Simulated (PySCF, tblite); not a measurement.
# C4H9NSSi: a rotation path, then NMR shifts on frames, part 2 of 2

tblite 0.8.0 and PySCF 2.14.0. Atoms count from 0. Earlier steps stand in the parts before.

## (5) NMR shieldings: image 4, PBE0/pcSseg-1

Job settings and geometry (Å):

```
{"job": {"kind": "nmr", "xc": "PBE0", "basis": "pcSseg-1", "pop": false}, "charge": 0, "multiplicity": 1}
Si     2.391600    -0.768400     0.781200
S      1.485500     0.316500    -0.826700
C     -0.338200     0.006700    -0.799500
C     -0.872400    -0.705100     0.442400
C     -1.400400     0.456500     1.240700
N     -1.515700     1.540600     0.615300
C     -1.073700     1.366400    -0.744400
H      2.087500    -2.188200     0.613200
H      1.882100    -0.272800     2.056000
H      3.801000    -0.489700     0.593100
H     -0.537000    -0.535600    -1.722300
H     -0.138000    -1.297300     0.983500
H     -1.704400    -1.364900     0.176000
H     -1.684300     0.373000     2.277200
H     -0.435800     2.201000    -1.036300
H     -1.955400     1.370300    -1.393000
```

With the program's defaults for keys left out, this is: GIAO PBE0/pcSseg-1 NMR shielding, non-relativistic, gas phase.

Standard output:

```text
coarse grid: 14240 points
cycle   1  E = -899.6170999671  dE =  8.465e-01  |g| = 3.543e-01  |ddm| = 3.649e+00
cycle   2  E = -899.5912001056  dE =  2.590e-02  |g| = 5.077e-01  |ddm| = 9.711e-01
cycle   3  E = -899.6507767843  dE = -5.958e-02  |g| = 1.045e-01  |ddm| = 5.499e-01
cycle   4  E = -899.6529194002  dE = -2.143e-03  |g| = 3.807e-02  |ddm| = 1.061e-01
cycle   5  E = -899.6532503447  dE = -3.309e-04  |g| = 4.289e-03  |ddm| = 3.875e-02
cycle   6  E = -899.6532543242  dE = -3.980e-06  |g| = 1.066e-03  |ddm| = 7.137e-03
final grid: 127848 points
cycle   7  E = -899.6954568216  dE = -2.904e-05  |g| = 7.734e-03  |ddm| = 2.958e-02
cycle   8  E = -899.6954447263  dE =  1.210e-05  |g| = 1.037e-02  |ddm| = 1.754e-02
cycle   9  E = -899.6954716789  dE = -2.695e-05  |g| = 8.933e-04  |ddm| = 1.072e-02
cycle  10  E = -899.6954718620  dE = -1.831e-07  |g| = 2.903e-04  |ddm| = 1.070e-03
cycle  11  E = -899.6954718792  dE = -1.715e-08  |g| = 1.101e-04  |ddm| = 3.126e-04
cycle  12  E = -899.6954718816  dE = -2.488e-09  |g| = 4.007e-05  |ddm| = 1.223e-04
cycle  13  E = -899.6954718820  dE = -3.531e-10  |g| = 4.287e-06  |ddm| = 3.683e-05
converged SCF energy = -899.6954718820

GIAO shielding tensors (ppm)
atom      isotropic    diamagn.    paramagn.     s11        s22        s33       span
  0 Si     411.282     879.982    -468.700    370.921    411.016    451.910     80.989
  1 S      630.536    1058.823    -428.287    384.054    561.210    946.343    562.288
  2 C      145.374     249.437    -104.063    128.370    150.099    157.654     29.284
  3 C      139.737     251.686    -111.950    116.441    138.189    164.580     48.140
  4 C       20.177     254.890    -234.713    -79.968     35.490    105.009    184.977
  5 N     -118.300     328.287    -446.586   -470.060   -111.217    226.378    696.438
  6 C      109.243     248.778    -139.536     74.761    110.629    142.338     67.577
  7 H       26.999      29.657      -2.658     23.366     24.844     32.788      9.422
  8 H       27.245      29.895      -2.650     23.042     26.118     32.574      9.532
  9 H       27.367      28.775      -1.409     23.797     24.857     33.445      9.647
 10 H       28.141      32.304      -4.163     22.407     26.681     35.337     12.930
 11 H       29.002      33.571      -4.569     23.828     30.338     32.840      9.012
 12 H       28.858      30.706      -1.848     24.693     26.027     35.853     11.160
 13 H       24.283      29.901      -5.618     22.506     23.881     26.463      3.957
 14 H       27.124      30.501      -3.378     23.021     26.968     31.382      8.362
 15 H       27.319      29.818      -2.499     23.607     25.514     32.838      9.231
```

It took 21 s on 1 thread of Arm Neoverse V1, shared host; peak memory 0.85 GiB.

Key values: δ C4 166.7, C6 77.7, C3 47.2, C2 41.6, H13 7.43, H7 4.72 ppm.

## (6) NMR shieldings: image 6, PBE0/pcSseg-1

Job settings and geometry (Å):

```
{"job": {"kind": "nmr", "xc": "PBE0", "basis": "pcSseg-1", "pop": false}, "charge": 0, "multiplicity": 1}
Si     2.513700    -0.959900     0.596500
S      1.481600     0.646800    -0.370000
C     -0.253600     0.062500    -0.593200
C     -0.861700    -0.530100     0.677800
C     -1.663400     0.634800     1.191100
N     -1.816600     1.590600     0.390400
C     -1.141400     1.304300    -0.848500
H      2.269200    -2.183700    -0.157500
H      2.034100    -1.120600     1.969100
H      3.888800    -0.504800     0.582600
H     -0.247000    -0.627700    -1.435800
H     -0.129100    -0.878800     1.401700
H     -1.530900    -1.363500     0.443900
H     -2.092900     0.653500     2.179600
H     -0.559800     2.173900    -1.157000
H     -1.898600     1.111700    -1.614500
```

Method: GIAO PBE0/pcSseg-1 NMR shielding, non-relativistic, gas phase.

Standard output:

```text
coarse grid: 14240 points
cycle   1  E = -899.6204008098  dE =  8.460e-01  |g| = 3.532e-01  |ddm| = 3.643e+00
cycle   2  E = -899.5949751448  dE =  2.543e-02  |g| = 5.032e-01  |ddm| = 9.667e-01
cycle   3  E = -899.6537320649  dE = -5.876e-02  |g| = 1.026e-01  |ddm| = 5.540e-01
cycle   4  E = -899.6557506607  dE = -2.019e-03  |g| = 3.949e-02  |ddm| = 1.040e-01
cycle   5  E = -899.6561075412  dE = -3.569e-04  |g| = 4.611e-03  |ddm| = 4.034e-02
cycle   6  E = -899.6561121587  dE = -4.618e-06  |g| = 1.352e-03  |ddm| = 8.111e-03
final grid: 127848 points
cycle   7  E = -899.6983519557  dE = -2.744e-05  |g| = 8.130e-03  |ddm| = 2.714e-02
cycle   8  E = -899.6983388571  dE =  1.310e-05  |g| = 1.085e-02  |ddm| = 1.837e-02
cycle   9  E = -899.6983684380  dE = -2.958e-05  |g| = 9.427e-04  |ddm| = 1.119e-02
cycle  10  E = -899.6983686509  dE = -2.129e-07  |g| = 2.574e-04  |ddm| = 1.161e-03
cycle  11  E = -899.6983686647  dE = -1.382e-08  |g| = 9.712e-05  |ddm| = 2.738e-04
cycle  12  E = -899.6983686665  dE = -1.784e-09  |g| = 4.320e-05  |ddm| = 1.131e-04
cycle  13  E = -899.6983686669  dE = -4.047e-10  |g| = 4.407e-06  |ddm| = 3.618e-05
converged SCF energy = -899.6983686669

GIAO shielding tensors (ppm)
atom      isotropic    diamagn.    paramagn.     s11        s22        s33       span
  0 Si     412.985     880.085    -467.100    372.869    406.220    459.866     86.998
  1 S      625.098    1059.118    -434.021    419.138    554.946    901.209    482.071
  2 C      144.730     250.739    -106.010    128.124    150.035    156.030     27.906
  3 C      140.021     251.490    -111.469    117.562    136.790    165.709     48.147
  4 C       19.984     254.701    -234.717    -79.187     35.402    103.736    182.923
  5 N     -114.687     328.702    -443.388   -461.310   -104.676    221.926    683.236
  6 C      111.897     248.491    -136.593     75.607    114.356    145.730     70.123
  7 H       27.150      29.519      -2.370     23.399     24.997     33.052      9.653
  8 H       27.057      29.785      -2.728     22.737     26.099     32.334      9.597
  9 H       27.376      28.837      -1.461     23.728     24.840     33.561      9.833
 10 H       28.226      33.045      -4.819     23.037     26.681     34.960     11.924
 11 H       28.875      33.369      -4.494     22.986     30.723     32.917      9.931
 12 H       29.056      31.232      -2.177     24.928     26.367     35.872     10.944
 13 H       24.305      29.316      -5.012     22.412     23.952     26.551      4.139
 14 H       27.290      30.609      -3.319     22.867     27.111     31.894      9.027
 15 H       27.297      29.896      -2.599     23.323     25.719     32.850      9.527
```

Run time: 21 s. Hardware: 1 thread of Arm Neoverse V1, shared host; peak memory 0.85 GiB.

This run: δ C4 166.9, C6 75.0, C3 46.9, C2 42.2, H13 7.41, H8 4.66 ppm.

## (7) Shielding tensors: image 8, PBE0/pcSseg-1

Job settings and geometry (Å):

```
{"job": {"kind": "nmr", "xc": "PBE0", "basis": "pcSseg-1", "pop": false}, "charge": 0, "multiplicity": 1}
Si     2.593600    -1.123500     0.280000
S      1.552600     0.720300    -0.031100
C     -0.160700     0.114900    -0.275100
C     -0.855300    -0.258900     1.040200
C     -2.071500     0.624700     1.009200
N     -2.174700     1.399600     0.025500
C     -1.053900     1.239600    -0.859000
H      2.325400    -1.976700    -0.873500
H      2.085200    -1.758600     1.492800
H      3.977400    -0.707600     0.392800
H     -0.101500    -0.731100    -0.959800
H     -0.241000    -0.022200     1.911800
H     -1.128800    -1.314100     1.089900
H     -2.816700     0.611700     1.788400
H     -0.516100     2.189000    -0.916500
H     -1.421500     1.001800    -1.859400
```

Level: GIAO PBE0/pcSseg-1 NMR shielding, non-relativistic, gas phase.

Standard output:

```text
coarse grid: 14240 points
cycle   1  E = -899.6232952776  dE =  8.365e-01  |g| = 3.478e-01  |ddm| = 3.660e+00
cycle   2  E = -899.6008562818  dE =  2.244e-02  |g| = 4.870e-01  |ddm| = 9.214e-01
cycle   3  E = -899.6552506537  dE = -5.439e-02  |g| = 1.015e-01  |ddm| = 5.211e-01
cycle   4  E = -899.6572252696  dE = -1.975e-03  |g| = 3.892e-02  |ddm| = 1.042e-01
cycle   5  E = -899.6575728010  dE = -3.475e-04  |g| = 4.697e-03  |ddm| = 4.095e-02
cycle   6  E = -899.6575776898  dE = -4.889e-06  |g| = 1.491e-03  |ddm| = 8.485e-03
final grid: 127848 points
cycle   7  E = -899.7000170001  dE = -3.018e-05  |g| = 8.237e-03  |ddm| = 3.020e-02
cycle   8  E = -899.7000027008  dE =  1.430e-05  |g| = 1.114e-02  |ddm| = 1.888e-02
cycle   9  E = -899.7000338962  dE = -3.120e-05  |g| = 9.837e-04  |ddm| = 1.135e-02
cycle  10  E = -899.7000341159  dE = -2.197e-07  |g| = 3.190e-04  |ddm| = 1.151e-03
cycle  11  E = -899.7000341354  dE = -1.949e-08  |g| = 1.244e-04  |ddm| = 3.094e-04
cycle  12  E = -899.7000341387  dE = -3.302e-09  |g| = 3.807e-05  |ddm| = 1.344e-04
cycle  13  E = -899.7000341390  dE = -3.092e-10  |g| = 4.838e-06  |ddm| = 3.482e-05
converged SCF energy = -899.7000341390

GIAO shielding tensors (ppm)
atom      isotropic    diamagn.    paramagn.     s11        s22        s33       span
  0 Si     404.574     880.168    -475.594    359.254    396.000    458.469     99.216
  1 S      609.551    1059.265    -449.714    398.902    540.328    889.423    490.521
  2 C      145.646     252.751    -107.105    123.511    152.388    161.040     37.529
  3 C      133.199     251.405    -118.207     98.428    133.587    167.580     69.152
  4 C       18.935     254.549    -235.614    -79.893     36.121    100.576    180.469
  5 N     -118.275     329.214    -447.489   -464.620    -99.115    208.909    673.529
  6 C      110.559     246.583    -136.024     65.681    112.384    153.613     87.932
  7 H       27.100      29.654      -2.554     23.241     25.350     32.709      9.468
  8 H       27.057      29.710      -2.654     22.727     25.952     32.491      9.764
  9 H       27.154      28.804      -1.650     23.535     24.545     33.383      9.848
 10 H       28.738      34.563      -5.825     24.668     27.414     34.133      9.465
 11 H       29.040      32.000      -2.960     24.317     30.179     32.622      8.305
 12 H       28.534      32.006      -3.472     24.479     27.010     34.113      9.634
 13 H       24.298      28.722      -4.423     22.513     24.000     26.381      3.868
 14 H       27.541      30.500      -2.959     22.815     28.297     31.512      8.697
 15 H       26.874      30.065      -3.192     22.838     25.862     31.921      9.083
```

It took 21 s on 1 thread of Arm Neoverse V1, shared host; peak memory 0.85 GiB.

This run: δ C4 168.0, C6 76.4, C3 53.7, C2 41.3, H13 7.42, H15 4.84 ppm.

## (8) Side by side: NMR shifts

Shifts (ppm) of some atoms, chosen among heavy atoms and hydrogens apart, with basis size and wall time:

```
  frame    C6    C3    H7   H10    Si0    S1     N5  functions  time
image 0  74.1  50.3  4.05  3.26  -66.2   -87  383.8        178  22 s
image 2  78.9  46.2  4.69  3.38  -64.5  -105  394.5        178  20 s
image 4  77.7  47.2  4.72  3.58  -62.1  -127  386.0        178  21 s
image 6  75.0  46.9  4.57  3.49  -63.8  -121  382.4        178  21 s
image 8  76.4  53.7  4.62  2.98  -55.4  -106  386.0        178  21 s
```

## (9) Summary of results

What follows sums up all 2 parts.

| quantity | value |
| --- | --- |
| barrier | 0.186 eV (4.3 kcal/mol) at image 4 |
| end to end (GFN2-xTB) | 0.069 eV |
| 13C shifts against TMS (PBE0/pcSseg-1, image 0) | 167.9, 74.1, 50.3, 41.2 ppm |
| 1H shifts against TMS (PBE0/pcSseg-1, image 0) | 7.44, 4.44, 4.18, 4.17, 4.09, 4.05, 3.26, 3.09, 2.54 ppm |
| 29Si shifts against TMS (PBE0/pcSseg-1, image 0) | -66.2 ppm |
| 33S shifts against CS2 (PBE0/pcSseg-1, image 0) | -87 ppm |
| 15N shifts against NH3 (PBE0/pcSseg-1, image 0) | 383.8 ppm |
| range of the shift of S1 | -127 to -87 ppm |

**Reading.** Along the band the dihedral turns by 137°, and the top (dihedral 11°) lies 4.3 kcal/mol above the start (GFN2-xTB, rough), so at room temperature this motion is fast. The top was not checked by a frequency run. Shifts at one fixed geometry are not the observed spectrum, which averages over the motion. In the first frame run (image 0): Shielding is most anisotropic at N5 (span 693 ppm, paramagnetic term -444 ppm). Across the 5 runs the shift of S1 moves most, between -127 (image 4) and -87 ppm (image 0).
